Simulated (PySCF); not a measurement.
# CH5GaO (SMILES C[O][GaH2]) at 6 levels

We compute a comparison of 6 runs (HF/STO-3G, HF/3-21G, B3LYP/6-31G*, B2PLYP/cc-pVDZ, CAM-B3LYP/cc-pVDZ, wB97M-V/cc-pVDZ) of CH5GaO. The job is set up through a Python script.

The calculation is run with PySCF 2.14.0.

3 further runs of the same task are left out: 3 set aside as unsound or not needed.

## (1) Starting point

The species is CH5GaO (8 atoms), meant as a singlet with charge 0. SMILES: `C[O][GaH2]`. The shape is that of a PBE0-D4/def2-TZVP optimisation.

Bond lengths: C1–O2 1.402 Å, O2–Ga3 1.782 Å, C1–H4 1.096 Å, C1–H5 1.099 Å, C1–H6 1.096 Å, Ga3–H7 1.565 Å, Ga3–H8 1.555 Å. Angles: C1–O2–Ga3 123.8°, O2–C1–H4 110.0°, O2–C1–H5 113.2°, O2–C1–H6 110.0°, O2–Ga3–H7 115.8°, O2–Ga3–H8 113.9°, H4–C1–H5 107.8°, H4–C1–H6 107.8°, H5–C1–H6 107.8°, H7–Ga3–H8 130.3°.

## (2) A single-point energy at HF/STO-3G (run 1)

start.xyz reads:

```xyz
8
CH5GaO
C     -0.616800     0.972600    -0.422900
O     -0.705300    -0.273500     0.213500
Ga     0.703200    -1.302000     0.579300
H     -1.200200     0.962000    -1.350600
H      0.414200     1.256200    -0.676600
H     -1.030600     1.754200     0.224300
H      2.093900    -0.732800     0.142900
H      0.341700    -2.636700     1.290100
```

run.py reads:

```python
# C[O][GaH2]
from pyscf import gto

mol = gto.M(
    atom='start.xyz',
    max_memory=1860,
    verbose=4,
    basis='sto-3g',
)

mf = mol.RHF()
mf.conv_tol = 1e-10
mf.kernel()
if not mf.converged:
    mf = mf.newton().run(mf.mo_coeff, mf.mo_occ)

e_final = mf.e_tot
print(f'total energy: {e_final:.8f} hartree')
```

Command:

```bash
$ OMP_NUM_THREADS=1 python run.py
```

What it wrote:

```text
PySCF version 2.14.0

[INPUT] num. atoms = 8
[INPUT] num. electrons = 50
[INPUT] charge = 0
[INPUT] spin (= nelec alpha-beta = 2S) = 0
[INPUT] symmetry False subgroup None
[INPUT] Mole.unit = angstrom
[INPUT] Symbol           X                Y                Z      unit          X                Y                Z       unit  Magmom
[INPUT]  1 C     -0.616800000000   0.972600000000  -0.422900000000 AA   -1.165583073632   1.837947628752  -0.799165178079 Bohr   0.0
[INPUT]  2 O     -0.705300000000  -0.273500000000   0.213500000000 AA   -1.332823835656  -0.516840095069   0.403456527595 Bohr   0.0
[INPUT]  3 Ga     0.703200000000  -1.302000000000   0.579300000000 AA    1.328855410794  -2.460423414184   1.094718343961 Bohr   0.0
[INPUT]  4 H     -1.200200000000   0.962000000000  -1.350600000000 AA   -2.268049294703   1.817916531832  -2.552264103838 Bohr   0.0
[INPUT]  5 H      0.414200000000   1.256200000000  -0.676600000000 AA    0.782724560795   2.373873957679  -1.278588695881 Bohr   0.0
[INPUT]  6 H     -1.030600000000   1.754200000000   0.224300000000 AA   -1.947551743977   3.314957567712   0.423865569740 Bohr   0.0
[INPUT]  7 H      2.093900000000  -0.732800000000   0.142900000000 AA    3.956897532227  -1.384791304081   0.270041863200 Bohr   0.0
[INPUT]  8 H      0.341700000000  -2.636700000000   1.290100000000 AA    0.645719416764  -4.982640872641   2.437935673301 Bohr   0.0

nuclear repulsion = 184.254938763823
number of shells = 19
number of NR pGTOs = 99
number of NR cGTOs = 33
basis = sto-3g
ecp = {}

******** <class 'pyscf.scf.hf.RHF'> ********
method = RHF
initial guess = minao
damping factor = 0
level_shift factor = 0
DIIS = <class 'pyscf.scf.diis.CDIIS'>
diis_start_cycle = 1
diis_space = 8
diis_damp = 0
SCF conv_tol = 1e-10
SCF conv_tol_grad = None
SCF max_cycles = 50
direct_scf = True
direct_scf_tol = 1e-13
Set gradient conv threshold to 1e-05
Initial guess from minao.
init E= -2012.65352288654
  HOMO = -0.488826961467187  LUMO = -0.198975829274822  gap/eV = 7.88725
cycle= 1 E= -2014.8809162361  delta_E= -2.23  |g|= 0.582  |ddm|= 3.13
  HOMO = -0.0685110412645754  LUMO = 0.259383818024248  gap/eV = 8.92247
cycle= 2 E= -2015.01117860037  delta_E= -0.13  |g|= 0.227  |ddm|= 1.22
  HOMO = -0.191923195421991  LUMO = 0.211157917088635  gap/eV = 10.96840
cycle= 3 E= -2015.02901089797  delta_E= -0.0178  |g|= 0.0576  |ddm|= 0.372
  HOMO = -0.25841002080138  LUMO = 0.198829458965481  gap/eV = 12.44212
cycle= 4 E= -2015.03034477669  delta_E= -0.00133  |g|= 0.0148  |ddm|= 0.0851
  HOMO = -0.265207390805375  LUMO = 0.197052335243307  gap/eV = 12.57873
cycle= 5 E= -2015.0305552172  delta_E= -0.00021  |g|= 0.00505  |ddm|= 0.0469
  HOMO = -0.265862004670236  LUMO = 0.196967582080462  gap/eV = 12.59423
cycle= 6 E= -2015.03060299805  delta_E= -4.78e-05  |g|= 0.00296  |ddm|= 0.0222
  HOMO = -0.266306252041612  LUMO = 0.197013877539198  gap/eV = 12.60758
cycle= 7 E= -2015.03062883754  delta_E= -2.58e-05  |g|= 0.00188  |ddm|= 0.0188
  HOMO = -0.266995967200059  LUMO = 0.197220926539265  gap/eV = 12.63199
cycle= 8 E= -2015.03064559293  delta_E= -1.68e-05  |g|= 0.000799  |ddm|= 0.0221
  HOMO = -0.267296882250219  LUMO = 0.197289001600824  gap/eV = 12.64203
cycle= 9 E= -2015.03064823721  delta_E= -2.64e-06  |g|= 0.000327  |ddm|= 0.00885
  HOMO = -0.267406216071175  LUMO = 0.197308974334787  gap/eV = 12.64554
cycle= 10 E= -2015.03064861164  delta_E= -3.74e-07  |g|= 6.13e-05  |ddm|= 0.00416
  HOMO = -0.26744556316889  LUMO = 0.197295336557478  gap/eV = 12.64624
cycle= 11 E= -2015.03064861749  delta_E= -5.85e-09  |g|= 1.91e-05  |ddm|= 0.00041
  HOMO = -0.267430991269447  LUMO = 0.197298372790017  gap/eV = 12.64593
cycle= 12 E= -2015.03064861798  delta_E= -4.86e-10  |g|= 5.64e-06  |ddm|= 9.76e-05
  HOMO = -0.267433728440663  LUMO = 0.197298193769328  gap/eV = 12.64600
cycle= 13 E= -2015.03064861802  delta_E= -3.82e-11  |g|= 1.49e-06  |ddm|= 2.94e-05
  HOMO = -0.267433866822611  LUMO = 0.197298098191003  gap/eV = 12.64600
Extra cycle  E= -2015.03064861802  delta_E= -9.09e-13  |g|= 7.59e-07  |ddm|= 3.72e-06
converged SCF energy = -2015.03064861802
total energy: -2015.03064862 hartree
```

Run time: 0.83 s. Hardware: 1 thread of Intel Xeon Platinum 8375C at 2.90GHz (Ice Lake), shared host; peak memory 0.12 GiB.

## (3) The energy at HF/3-21G (run 2)

Changes to start.xyz since step 2:

```diff
@@ -1,3 +1,3 @@
 8
-CH5GaO
+
 C     -0.616800     0.972600    -0.422900
```

job.py reads:

```python
from pyscf import gto

system = gto.M(
    atom='start.xyz',
    basis='3-21g',
    charge=0,
    max_memory=1860,
    verbose=4,
    spin=0,
)

myscf = system.RHF()
myscf.conv_tol = 1e-10
myscf.kernel()
if not myscf.converged:
    myscf = myscf.newton().run(myscf.mo_coeff, myscf.mo_occ)

energy = myscf.e_tot
print('Final energy', energy)
```

Command:

```bash
$ OMP_NUM_THREADS=1 python job.py
```

What it wrote:

```text
PySCF version 2.14.0

[INPUT] num. atoms = 8
[INPUT] num. electrons = 50
[INPUT] charge = 0
[INPUT] spin (= nelec alpha-beta = 2S) = 0
[INPUT] symmetry False subgroup None
[INPUT] Mole.unit = angstrom
[INPUT] Symbol           X                Y                Z      unit          X                Y                Z       unit  Magmom
[INPUT]  1 C     -0.616800000000   0.972600000000  -0.422900000000 AA   -1.165583073632   1.837947628752  -0.799165178079 Bohr   0.0
[INPUT]  2 O     -0.705300000000  -0.273500000000   0.213500000000 AA   -1.332823835656  -0.516840095069   0.403456527595 Bohr   0.0
[INPUT]  3 Ga     0.703200000000  -1.302000000000   0.579300000000 AA    1.328855410794  -2.460423414184   1.094718343961 Bohr   0.0
[INPUT]  4 H     -1.200200000000   0.962000000000  -1.350600000000 AA   -2.268049294703   1.817916531832  -2.552264103838 Bohr   0.0
[INPUT]  5 H      0.414200000000   1.256200000000  -0.676600000000 AA    0.782724560795   2.373873957679  -1.278588695881 Bohr   0.0
[INPUT]  6 H     -1.030600000000   1.754200000000   0.224300000000 AA   -1.947551743977   3.314957567712   0.423865569740 Bohr   0.0
[INPUT]  7 H      2.093900000000  -0.732800000000   0.142900000000 AA    3.956897532227  -1.384791304081   0.270041863200 Bohr   0.0
[INPUT]  8 H      0.341700000000  -2.636700000000   1.290100000000 AA    0.645719416764  -4.982640872641   2.437935673301 Bohr   0.0

nuclear repulsion = 184.254938763823
number of shells = 30
number of NR pGTOs = 99
number of NR cGTOs = 50
basis = 3-21g
ecp = {}

******** <class 'pyscf.scf.hf.RHF'> ********
method = RHF
initial guess = minao
damping factor = 0
level_shift factor = 0
DIIS = <class 'pyscf.scf.diis.CDIIS'>
diis_start_cycle = 1
diis_space = 8
diis_damp = 0
SCF conv_tol = 1e-10
SCF conv_tol_grad = None
SCF max_cycles = 50
direct_scf = True
direct_scf_tol = 1e-13
Set gradient conv threshold to 1e-05
[... 1 set-up line as earlier in the session ...]
init E= -2027.11583012014
  HOMO = -0.366975257323961  LUMO = -0.0195348399932991  gap/eV = 9.45434
cycle= 1 E= -2028.77302731946  delta_E= -1.66  |g|= 0.554  |ddm|= 2.27
  HOMO = -0.313337886770245  LUMO = 0.0667990160234608  gap/eV = 10.34405
cycle= 2 E= -2028.81959276831  delta_E= -0.0466  |g|= 0.376  |ddm|= 0.676
  HOMO = -0.411400691848625  LUMO = 0.0571479712340741  gap/eV = 12.74986
cycle= 3 E= -2028.84440049642  delta_E= -0.0248  |g|= 0.0378  |ddm|= 0.278
  HOMO = -0.407871957463287  LUMO = 0.0574250112068984  gap/eV = 12.66138
cycle= 4 E= -2028.84497396979  delta_E= -0.000573  |g|= 0.00822  |ddm|= 0.0583
  HOMO = -0.409816196195566  LUMO = 0.0576246353883798  gap/eV = 12.71971
cycle= 5 E= -2028.84500056488  delta_E= -2.66e-05  |g|= 0.00204  |ddm|= 0.0115
  HOMO = -0.40935628635343  LUMO = 0.0577098735456265  gap/eV = 12.70952
cycle= 6 E= -2028.8450028468  delta_E= -2.28e-06  |g|= 0.000485  |ddm|= 0.00419
  HOMO = -0.40949369468635  LUMO = 0.0576583126812067  gap/eV = 12.71185
cycle= 7 E= -2028.84500305383  delta_E= -2.07e-07  |g|= 0.000103  |ddm|= 0.0013
  HOMO = -0.409499401016295  LUMO = 0.0576579325171447  gap/eV = 12.71200
cycle= 8 E= -2028.84500306304  delta_E= -9.22e-09  |g|= 2.13e-05  |ddm|= 0.000245
  HOMO = -0.409500074779415  LUMO = 0.0576561406446077  gap/eV = 12.71197
cycle= 9 E= -2028.84500306342  delta_E= -3.74e-10  |g|= 4.93e-06  |ddm|= 5.49e-05
  HOMO = -0.409501177776539  LUMO = 0.0576561253241619  gap/eV = 12.71200
cycle= 10 E= -2028.84500306345  delta_E= -3.23e-11  |g|= 1e-06  |ddm|= 1.57e-05
  HOMO = -0.409501240320287  LUMO = 0.0576560972628752  gap/eV = 12.71200
Extra cycle  E= -2028.84500306345  delta_E=    0  |g|= 4.88e-07  |ddm|= 1.93e-06
converged SCF energy = -2028.84500306345
Final energy -2028.8450030634497
```

Run time: 0.97 s. Hardware: 1 thread of Intel Xeon Platinum 8375C at 2.90GHz (Ice Lake), shared host; peak memory 0.12 GiB.

Runs 3 to 5 aren't shown in full; the table further down has their settings and results.

## (4) The energy at wB97M-V/cc-pVDZ (run 6)

run.py reads:

```python
# C[O][GaH2]
from pyscf import gto, dft

mol = gto.M(
    atom='''
C   -0.616800   0.972600  -0.422900
O   -0.705300  -0.273500   0.213500
Ga   0.703200  -1.302000   0.579300
H   -1.200200   0.962000  -1.350600
H    0.414200   1.256200  -0.676600
H   -1.030600   1.754200   0.224300
H    2.093900  -0.732800   0.142900
H    0.341700  -2.636700   1.290100
''',
    charge=0,
    spin=0,
    max_memory=1860,
    basis='cc-pvdz',
    verbose=4,
)

myscf = dft.RKS(mol, xc='wb97m-v')
myscf.grids.level = 5
myscf.conv_tol = 1e-10
myscf.nlcgrids.level = 1
myscf.kernel()
if not myscf.converged:
    myscf = myscf.newton().run(myscf.mo_coeff, myscf.mo_occ)

energy = myscf.e_tot
print(f'total energy: {energy:.8f} hartree')
```

Command:

```bash
$ OMP_NUM_THREADS=1 python run.py
```

What it wrote:

```text
PySCF version 2.14.0

[... 88 lines left out ...]
converged SCF energy = -2040.9918056577
total energy: -2040.99180566 hartree
```

Run time: 77 s. Hardware: 1 thread of Intel Xeon Platinum 8375C at 2.90GHz (Ice Lake), shared host; peak memory 0.45 GiB.

## (5) All runs side by side

```tsv
run	level	integration grid	frozen core orbitals	energy (Eh)	dipole moment (D)	HOMO energy (eV)	LUMO energy (eV)	wall time
1	HF/STO-3G	–	–	-2015.030649	0.92	-7.28	5.37	0.83 s
2	HF/3-21G	–	–	-2028.845003	1.63	-11.14	1.57	0.97 s
3	B3LYP/6-31G* (spherical functions)	5	–	-2040.953387	1.14	-7.46	-1.40	12 s
4	B2PLYP/cc-pVDZ	5	11	-2040.627277	1.24	-9.08	-0.14	14 s
5	CAM-B3LYP/cc-pVDZ	5	–	-2041.221005	1.14	-9.12	-0.21	24 s
6	wB97M-V/cc-pVDZ	5	–	-2040.991806	1.14	-10.07	0.61	77 s
```

## (6) Results

| quantity | value |
| --- | --- |
| run 6: total energy | -2040.99181 Eh |
| run 6: dipole moment | 1.14 D |
| run 6: HOMO energy | -10.07 eV |
| run 6: LUMO energy | 0.61 eV |
| run 6: HOMO–LUMO gap | 10.68 eV |

**Reading.** The dipole moment (its size) runs from 0.92 D (HF/STO-3G) to 1.63 D (HF/3-21G). The HOMO–LUMO gap runs from 6.06 eV (B3LYP/6-31G*) to 12.71 eV (HF/3-21G). The two ends differ in method and basis. Totals of different functionals can't be ranked against each other. In run 1 the basis is minimal, so the values are rough. All runs together took 2.2 min, the longest 77 s.
